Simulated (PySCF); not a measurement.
# TlBr: other functionals and bases at one geometry

One table from this session's results is given with a row withheld; the runs are named, their logs left out.

Method: several levels, as the steps say, no spin–orbit coupling; program: PySCF 2.14.0.

3 further runs of the same task are left out: 2 for a known fault of the program, 1 that didn't finish.

## Where the work starts

2 atoms, charge 0, spin multiplicity 1.

Bond lengths: Tl1–Br2 2.694 Å.

Coordinates:

```csv
atom,x (Å),y (Å),z (Å)
Tl1,0.0000,0.0000,-0.7067
Br2,0.0000,0.0000,1.9868
```

Formal oxidation states: Tl +1. An earlier session relaxed this geometry at B3LYP, Tl def2-SVP with ECP60, Br def2-SVP (singlet, point group C∞v).

At B3LYP on the finer grid: E = -2746.533560 Eh, HOMO -6.91 eV, LUMO -2.06 eV, Mulliken charge on Tl1 +0.40 e, largest force component 0.011 eV/Å. 

Levels to run: TPSSh; BP86; BLYP; PBE; B3LYP, TZVP; B3LYP, x2c-SVP. Hardware: 2 threads of Arm Neoverse V1, shared host.

Set-up of the first run:

Contents of run.py (the lines that set the calculation):

```python
mol = gto.M(atom='''
Tl     0.00000     0.00000    -0.70669
Br     0.00000     0.00000     1.98682''',
    basis={'Tl': 'def2-SVP', 'Br': 'def2-SVP'},
    ecp={'Tl': 'def2-SVP'},
    charge=0, spin=0)
mf = dft.RKS(mol, xc='TPSSH')
mf.grids.atom_grid = (75, 302)
mf = mf.density_fit()  # fitting sets: Tl def2-universal-JKFIT, Br def2-universal-JKFIT
mf.conv_tol = 1e-08; mf.max_cycle = 55
mf.kernel(dm0)  # dm0: the density of the relaxed state
```

Started as:

```
$ OMP_NUM_THREADS=2 python run.py
```

Steps of the session up to this table: TPSSh; BP86; BLYP; PBE; B3LYP, TZVP; B3LYP, x2c-SVP.

One of the session's tables, all rows but one given; the rest of the session is left out.

| level | HOMO (eV) | gap (eV) | charge on Tl1 (e) | dipole (D) | largest force component (eV/Å) |
| --- | --- | --- | --- | --- | --- |
| B3LYP (relaxed here) | -6.91 | 4.84 | 0.40 | 4.36 | 0.01 |
| TPSSh | -6.57 | 4.49 | 0.43 | 4.54 | 0.10 |
| BP86 | -6.14 | 3.60 | 0.37 | 4.15 | 0.06 |
| BLYP | -5.84 | 3.44 | 0.35 | 3.94 | 0.15 |
| PBE | -6.03 | 3.59 | 0.37 | 4.13 | 0.06 |
| B3LYP, TZVP | ? | ? | ? | ? | ? |
| B3LYP, x2c-SVP | -6.84 | 4.80 | 0.43 | 4.36 | 0.02 |

Q: Estimate the row for B3LYP, TZVP from the others.

As computed: HOMO (eV): -7.06; gap (eV): 4.88; charge on Tl1 (e): 0.49; dipole (D): 4.83; largest force component (eV/Å): 0.09. In the column «HOMO (eV)» it is the lowest.

In one basis the HOMO–LUMO gap runs from 3.44 eV (BLYP) to 4.84 eV (B3LYP). The largest leftover force, 0.15 eV/Å with BLYP, stands at a geometry relaxed at another level. Total energies of different levels can't be compared.
